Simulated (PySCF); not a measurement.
# C3H7FOSi: the cost of one run

Programs: PySCF 2.14.0, with density-fitted response routines of our own. Each step states its level of theory. These are calculated values for one molecule in the gas phase, unless marked as measured. Atoms count from 0, in the outputs and in this text.

### Step 1. Starting geometry

13 atoms, charge 0, multiplicity 1; geometry from: GFN2-xTB.

Bonds of the start (Å): F0–C1 1.34, C1–C2 1.32, C2–C3 1.50, C3–O4 1.39, O4–Si5 1.62, C1–H6 1.08, C2–H7 1.08, C3–H8 1.10, C3–H9 1.10, Si5–H10 1.47, Si5–H11 1.45, Si5–H12 1.47.

### Step 2. TDDFT and polarisability: wB97X-D/def2-SVPD

Job settings and geometry (Å):

```
{"job": {"kind": "uv", "xc": "wB97X-D", "basis": "def2-SVPD", "nstates": 8, "ntriplets": 3}, "charge": 0, "multiplicity": 1}
F      3.478511     0.548899     0.280462
C      2.140756     0.444092     0.221085
C      1.551265    -0.621632    -0.283007
C      0.065160    -0.773543    -0.364687
O     -0.591241     0.338366     0.153029
Si    -2.181790     0.628870     0.279477
H      1.638351     1.309729     0.623233
H      2.134085    -1.446101    -0.665447
H     -0.233169    -1.677711     0.186411
H     -0.222984    -0.925681    -1.415470
H     -2.826028     0.621227    -1.037615
H     -2.118468     1.941325     0.897432
H     -2.838837    -0.387355     1.107369
```

Method: TDDFT wB97X-D/def2-SVPD, vertical, gas phase, core orbitals frozen in the response.

Command:

```console
> OMP_NUM_THREADS=1 python probes_run.py task.json out
```

This one command runs all jobs of the session in turn.

Q: Estimate the wall time and peak memory of this first job on 1 thread of Intel Xeon at 2.50GHz, shared host.

About 60 s, with a peak of 0.81 GiB.
